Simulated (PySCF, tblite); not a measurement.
# C4H8OSeSi2: geometry, infrared bands and NMR shifts

What infrared bands and NMR shifts should C4H8OSeSi2 (`O=CCC#C[SiH2][Se][SiH3]`) show?

Programs: tblite 0.8.0 and PySCF 2.14.0, with density-fitted response routines of our own. Each step states its level of theory. These are calculated values for one molecule in the gas phase, unless marked as measured. Atoms are numbered from 0 throughout.

### 1 Starting geometry

16 atoms, charge 0, multiplicity 1; geometry from: force field or distance geometry start.

Bonds of the start (Å): O0–C1 1.21, C1–C2 1.51, C2–C3 1.46, C3–C4 1.20, C4–Si5 1.82, Si5–Se6 2.28, Se6–Si7 2.28, C1–H8 1.08, C2–H9 1.11, C2–H10 1.12, Si5–H11 1.47, Si5–H12 1.47, Si7–H13 1.48, Si7–H14 1.48, Si7–H15 1.46.

### 2 Relaxing the molecule with GFN2-xTB

Job settings and geometry (Å):

```
{"job": {"kind": "relax", "xc": "GFN2-xTB", "basis": "xTB"}, "charge": 0, "multiplicity": 1}
O     -2.666400     1.207900     0.023000
C     -2.261900     1.251600     1.161000
C     -1.775400    -0.005300     1.850200
C     -0.594600    -0.515300     1.161800
C      0.382700    -0.948200     0.614900
Si     1.846900    -1.569900    -0.261500
Se     1.455600    -1.595200    -2.510000
Si     1.247500     0.678500    -2.545500
H     -2.236900     2.188100     1.706500
H     -1.534000     0.220100     2.908500
H     -2.591000    -0.769400     1.823500
H      2.995800    -0.699300     0.030900
H      2.141600    -2.932300     0.212600
H      1.021900     1.116000    -3.936500
H      0.094100     1.087100    -1.716600
H      2.466600     1.294600    -2.017600
```

Command:

```bash
$ OMP_NUM_THREADS=1 python probes_run.py task.json out
```

This one command runs all jobs of the session in turn.

**Question.** This job is followed by: GFN2-xTB harmonic vibrations, gas phase; GIAO PBE0/pcSseg-1 NMR shielding, non-relativistic, gas phase. What will the session give for the following? strongest single infrared mode (GFN2-xTB); zero-point energy (GFN2-xTB); ¹³C shifts against TMS (PBE0/pcSseg-1); ¹H shifts against TMS (PBE0/pcSseg-1, means over atoms taken as alike); ¹⁷O shifts against H2O (PBE0/pcSseg-1); ²⁹Si shifts against TMS (PBE0/pcSseg-1); ⁷⁷Se shifts against Me2Se (PBE0/pcSseg-1).

The runs gave:

```
                                                              quantity                         value
                             strongest single infrared mode (GFN2-xTB)          672 cm⁻¹, 537 km/mol
                                          zero-point energy (GFN2-xTB)                 60.5 kcal/mol
                                ¹³C shifts against TMS (PBE0/pcSseg-1)  198.2, 111.8, 88.9, 38.6 ppm
¹H shifts against TMS (PBE0/pcSseg-1, means over atoms taken as alike)    9.79, 5.23, 4.69, 3.36 ppm
                                ¹⁷O shifts against H2O (PBE0/pcSseg-1)                     707.2 ppm
                               ²⁹Si shifts against TMS (PBE0/pcSseg-1)              -56.5, -62.5 ppm
                             ⁷⁷Se shifts against Me2Se (PBE0/pcSseg-1)                      -611 ppm
```

What this shows: Relaxing lowered the energy by 0.227 eV in 119 steps; the close pair that moved most is C4–Si5, from 1.816 to 1.846 Å. No mode is imaginary among the 42: a minimum at this level. The strongest single mode, at 672 cm⁻¹, moves mainly H11 and H12. GFN2-xTB is a fitted tight-binding method: band positions and strengths are rough. Its intensities can rank the bands wrongly. The most deshielded carbon is C1 (aldehyde carbonyl carbon), at 198.2 ppm: low-lying n→π* states of the double bond to the heteroatom give a large paramagnetic term (-262 ppm). H8 (hydrogen on an aldehyde carbonyl carbon) lies farthest downfield among hydrogen, at 9.79 ppm; deshielded by the polar, anisotropic C=O bond. At PBE0/pcSseg-1: Shielding is most anisotropic at O0 (span 1330 ppm, paramagnetic term -765 ppm). Spin-orbit coupling is left out, which matters for shieldings and couplings at and beside the heavy atoms.
